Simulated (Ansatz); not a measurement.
# KSr3: relaxation and properties

The task here is to estimate one member of a computed series from the others.

Method: DFT r2SCAN, scalar-relativistic, plane waves, PAW, in Ansatz 0.2.0.

**The starting structure**

The structure is cubic, space group Pm-3m (No. 221). The conventional cell has a = 6.152 Å, b = 6.152 Å, c = 6.152 Å, α = 90.00°, β = 90.00°, γ = 90.00°. K (site symmetry m-3m) has 12 Sr at 4.35 Å as nearest neighbours. Around Sr (site symmetry 4/mmm) lie 4 K at 4.35 Å and 8 Sr at 4.35 Å.

Structure file:

```xyz
4
Lattice="6.1523 0.0000 0.0000 0.0000 6.1523 0.0000 0.0000 0.0000 6.1523" Properties=species:S:1:pos:R:3 pbc="T T T"
K     0.0000    0.0000    0.0000
Sr    3.0761    0.0000    3.0761
Sr    0.0000    3.0761    3.0761
Sr    3.0761    3.0761    0.0000
```

The structure comes from the Materials Project (structure only).

The first run:

(A quick probe on a coarse mesh, which set the mesh and smearing, is not shown.)

input.yaml

```yaml
crystal:
  lattice:
    - [6.152297, 0.0, 0.0]
    - [0.0, 6.152297, 0.0]
    - [0.0, 0.0, 6.152297]
  atoms:
    - { symbol: K, position: [0.0, 0.0, 0.0] }
    - { symbol: Sr, position: [0.5, 0.0, 0.5] }
    - { symbol: Sr, position: [0.0, 0.5, 0.5] }
    - { symbol: Sr, position: [0.5, 0.5, 0.0] }
basis:
  ecutwfc: 500
kpoints:
  mp_grid: { grid: [8, 8, 8] }
hamiltonian:
  xc: r2scan
scf:
  occupations: { method: gaussian, width: 0.1 }
output:
  forces: true
  stress: true
  eigenvalues: true
relax:
  adjacent_minimum: "off"
  f_tol: 0.005
  max_steps: 80
  cell: { stress_tol: 0.05 }
```

Steps of the session up to this table: Relaxing cell and atoms; Static run: bands, density of states and charges; Point at V/V0 = 0.97; Point at V/V0 = 1.03; The cell scaled to 0.94 of its volume; Volume × 1.06.

One of the session's tables, all rows but one given; the rest of the session is left out.

It belongs to the step «Equation of state». 

```
volume (Å³/atom)  energy above the lowest point (meV/atom)  pressure (GPa)
          56.378                                       6.9            0.64
          58.178                                         ?               ?
          59.977                                       0.0            0.01
          61.776                                       1.5           -0.26
          63.575                                       5.7           -0.49
```

Q: Estimate the row for volume (Å³/atom) = 58.178 from the others.

Worked estimate for «energy above the lowest point (meV/atom)». A straight line through the neighbours (56.378, 6.9) and (59.977, 0.0) gives 6.9 + (0.0 − 6.9) × (58.178 − 56.378) / (59.977 − 56.378) = 3.4; a parabola fitted to 3 rows on both sides gives 1.8.

The run gave: energy above the lowest point (meV/atom): 1.7; pressure (GPa): 0.30. In «energy above the lowest point (meV/atom)» the line misses by +1.7 and the parabola by +0.1.
